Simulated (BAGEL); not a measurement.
# SiH4O3 (SMILES O[SiH](O)O): a chain of runs

We compute a single-point energy (HF/cc-pVDZ), then the energy (NEVPT2(2,2)/cc-pVDZ), then the energy (CASPT2(2,2)/cc-pVDZ) of SiH4O3. 

The calculation is run with BAGEL 1.2.2.

1 further run of the same task is left out (set aside as unsound or not needed).

### 1 The molecule

SiH4O3: 8 atoms, total charge 0, spin state singlet. SMILES: `O[SiH](O)O`. The Si2–H6 distance was set to 3.394 Å, away from the relaxed value. At this shape a bond of the SMILES string is far longer than usual.

Bond lengths: O1–Si2 1.630 Å, Si2–O3 1.641 Å, Si2–O4 1.633 Å, O1–H5 0.959 Å, O3–H7 0.958 Å, O4–H8 0.958 Å. Angles: O1–Si2–O3 114.4°, O1–Si2–O4 109.0°, O3–Si2–O4 105.0°, Si2–O1–H5 117.6°, Si2–O3–H7 117.9°, Si2–O4–H8 116.6°.

### 2 The energy at HF/cc-pVDZ (density fitting with svp-jkfit) (run 1)

Contents of calc.json:

```json
{ "bagel": [

{
  "title": "molecule",
  "basis": "cc-pvdz.json",
  "df_basis": "svp-jkfit",
  "geometry": [
    { "atom": "O", "xyz": [     1.26701601,     2.74757864,    -3.84688902 ] },
    { "atom": "Si", "xyz": [     0.83332387,    -0.15541864,    -2.91298636 ] },
    { "atom": "O", "xyz": [     3.36725763,    -1.93875318,    -3.05036945 ] },
    { "atom": "O", "xyz": [    -1.20606857,    -1.52036782,    -4.78476009 ] },
    { "atom": "H", "xyz": [     1.49170445,     3.03292728,    -5.62228671 ] },
    { "atom": "H", "xyz": [    -1.21471595,     0.39570865,     3.14072482 ] },
    { "atom": "H", "xyz": [     4.73844290,    -1.54928062,    -1.93486412 ] },
    { "atom": "H", "xyz": [    -0.99989945,    -3.30048982,    -5.04629819 ] }
  ]
},

{ "title": "hf" },

{ "title": "print", "file": "orbitals.molden", "orbitals": true }

]}
```

The basis set cc-pVDZ is read from a file made from the Basis Set Exchange's data (not shown).

On the command line:

```console
$ BAGEL_NUM_THREADS=1 BAGEL calc.json > calc.out
```

The program printed:

```text
* using 1 threads per process

  ===============================================================
  ===============================================================

  *** Geometry ***

  { "atom" : "O", "xyz" : [      1.267016,      2.747579,     -3.846889 ] },
  { "atom" : "Si", "xyz" : [      0.833324,     -0.155419,     -2.912986 ] },
  { "atom" : "O", "xyz" : [      3.367258,     -1.938753,     -3.050369 ] },
[... 4 lines of this table left out ...]
  { "atom" : "H", "xyz" : [     -0.999899,     -3.300490,     -5.046298 ] },

  Number of auxiliary basis functions:      431

  Since a DF basis is specified, we compute 2- and 3-index integrals:
    o Being stored without compression. Storage requirement is 0.022 GB

  Number of basis functions:       80
  Number of electrons      :       42

    * METHOD: MOLECULE                             0.18

  *** RHF ***

  === Nuclear Repulsion ===
   184.2405134425

      * DIIS with orbital gradients will be used.

  === RHF iteration (cc-pvdz.json) ===
      0       -515.22015298          0.02474314           0.05
      1       -515.50179999          0.02034357           0.05
      2       -515.77229416          0.00225107           0.05
[... 10 lines of this table left out ...]
     13       -515.77791865          0.00000001           0.05
    * SCF iteration converged.

    * Permanent dipole moment:
           (   -1.168188,     0.536846,     1.736437) a.u.

    * METHOD: HF                                   0.80

    * METHOD: PRINT                                0.02

  ===============================================================
```

It took 1.1 s on 1 thread of Arm Neoverse V1, shared host; peak memory 0.14 GiB.

### 3 A single-point energy at NEVPT2(2,2)/cc-pVDZ (density fitting with svp-jkfit) (run 2)

Contents of calc.json:

```json
{ "bagel" : [

{
  "title" : "molecule",
  "basis" : "cc-pvdz.json",
  "df_basis" : "svp-jkfit",
  "geometry" : [
    { "atom" : "O", "xyz" : [     1.26701601,     2.74757864,    -3.84688902 ] },
    { "atom" : "Si", "xyz" : [     0.83332387,    -0.15541864,    -2.91298636 ] },
    { "atom" : "O", "xyz" : [     3.36725763,    -1.93875318,    -3.05036945 ] },
    { "atom" : "O", "xyz" : [    -1.20606857,    -1.52036782,    -4.78476009 ] },
    { "atom" : "H", "xyz" : [     1.49170445,     3.03292728,    -5.62228671 ] },
    { "atom" : "H", "xyz" : [    -1.21471595,     0.39570865,     3.14072482 ] },
    { "atom" : "H", "xyz" : [     4.73844290,    -1.54928062,    -1.93486412 ] },
    { "atom" : "H", "xyz" : [    -0.99989945,    -3.30048982,    -5.04629819 ] }
  ]
},

{ "title" : "hf" },

{ "title" : "nevpt2", "nstate" : 1, "nact" : 2, "nclosed" : 20, "active" : [21, 22], "maxiter" : 200, "natocc" : true, "ncore" : 8 },

{ "title" : "print", "file" : "orbitals.molden", "orbitals" : true }

]}
```

The basis set cc-pVDZ is read from a file made from the Basis Set Exchange's data (not shown).

On the command line:

```console
$ BAGEL_NUM_THREADS=1 BAGEL calc.json > calc.out
```

The program printed:

```text
* using 1 threads per process

  ===============================================================
  ===============================================================

  *** Geometry ***

  { "atom" : "O", "xyz" : [      1.267016,      2.747579,     -3.846889 ] },
  { "atom" : "Si", "xyz" : [      0.833324,     -0.155419,     -2.912986 ] },
  { "atom" : "O", "xyz" : [      3.367258,     -1.938753,     -3.050369 ] },
[... 4 lines of this table left out ...]
  { "atom" : "H", "xyz" : [     -0.999899,     -3.300490,     -5.046298 ] },

[... 23 lines left out ...]
    * SCF iteration converged.
[... 1 line left out ...]
    * Permanent dipole moment:
[... 28 lines left out ...]
    * Second-order optimization converged. *
[... 9 lines left out ...]
     * ci vector, state   0, <S^2> = 0.0000
       2.     0.8395245398
       .2    -0.5433217712

  === DF-NEVPT2 calculation ===

    * 3-index integral transformation done
    * assembly done

      NEVPT2 correlation energy:   -0.6373138409      0.17

          (+0)     -0.6000530272
          (+0)'    -0.0025807773
          (+1)     -0.0157868086
          (+1)'    -0.0000000000
          (+2)     -0.0000922995
          (-1)     -0.0183654811
          (-1)'     0.0000000000
          (-2)     -0.0004354472

      NEVPT2 total energy:       -516.5081140438

    * METHOD: NEVPT2                               2.83

    * METHOD: PRINT                                0.02

  ===============================================================
```

It took 4.2 s on 1 thread of Arm Neoverse V1, shared host; peak memory 0.14 GiB.

### 4 A single-point energy at CASPT2(2,2)/cc-pVDZ (density fitting with svp-jkfit) (run 3)

Contents of input.json:

```json
{ "bagel": [

{
  "title": "molecule",
  "basis": "cc-pvdz.json",
  "df_basis": "svp-jkfit",
  "geometry": [
    { "atom": "O", "xyz": [  1.26701601,  2.74757864, -3.84688902 ] },
    { "atom": "Si", "xyz": [  0.83332387, -0.15541864, -2.91298636 ] },
    { "atom": "O", "xyz": [  3.36725763, -1.93875318, -3.05036945 ] },
    { "atom": "O", "xyz": [ -1.20606857, -1.52036782, -4.78476009 ] },
    { "atom": "H", "xyz": [  1.49170445,  3.03292728, -5.62228671 ] },
    { "atom": "H", "xyz": [ -1.21471595,  0.39570865,  3.14072482 ] },
    { "atom": "H", "xyz": [  4.73844290, -1.54928062, -1.93486412 ] },
    { "atom": "H", "xyz": [ -0.99989945, -3.30048982, -5.04629819 ] }
  ]
},
{
  "title": "hf"
},
{
  "title": "casscf",
  "nstate": 1,
  "nact": 2,
  "nclosed": 20,
  "active": [21, 22],
  "maxiter": 200,
  "natocc": true
},
{
  "title": "print",
  "file": "orbitals.molden",
  "orbitals": true
},
{
  "title": "smith",
  "method": "caspt2",
  "ms": true,
  "xms": true,
  "sssr": true,
  "shift": 0.2,
  "shift_imag": true,
  "ncore": 8
}

]}
```

The basis set cc-pVDZ is read from a file made from the Basis Set Exchange's data (not shown).

On the command line:

```console
$ BAGEL_NUM_THREADS=1 BAGEL input.json > input.out
```

The program printed:

```text
* using 1 threads per process

  ===============================================================
  ===============================================================

  *** Geometry ***

  { "atom" : "O", "xyz" : [      1.267016,      2.747579,     -3.846889 ] },
  { "atom" : "Si", "xyz" : [      0.833324,     -0.155419,     -2.912986 ] },
  { "atom" : "O", "xyz" : [      3.367258,     -1.938753,     -3.050369 ] },
[... 4 lines of this table left out ...]
  { "atom" : "H", "xyz" : [     -0.999899,     -3.300490,     -5.046298 ] },

[... 25 lines left out ...]
    * Permanent dipole moment:
[... 37 lines left out ...]
     * ci vector, state   0, <S^2> = 0.0000
[... 21 lines left out ...]
       #      aibj      arbs      arbi      airj      risj      airs      arst      rist         Etot      error   time
[... 7 lines left out ...]
      ------------------------------------------------------------------------------------------------------------------

    * CASPT2 energy : state  0     -516.5122770426
        w/o shift correction       -516.5100320090
        reference weight              0.8528236405

    * METHOD: SMITH                                0.50

  ===============================================================
```

Run time: 4.2 s. Hardware: 1 thread of Arm Neoverse V1, shared host; peak memory 0.17 GiB.

### 5 Summary of results

```
                                quantity          value
         run 1, HF/cc-pVDZ: total energy  -515.77792 Eh
        run 1, HF/cc-pVDZ: dipole moment         5.49 D
          run 1, HF/cc-pVDZ: HOMO energy       -7.57 eV
          run 1, HF/cc-pVDZ: LUMO energy       -0.56 eV
        run 1, HF/cc-pVDZ: HOMO–LUMO gap        7.01 eV
run 2, NEVPT2(2,2)/cc-pVDZ: total energy  -516.50811 Eh
run 3, CASPT2(2,2)/cc-pVDZ: total energy  -516.51228 Eh
```

What this shows: One bond (run 1, HF/cc-pVDZ) is far stretched, which a spin-restricted single reference describes badly; a broken-symmetry solution may lie lower.
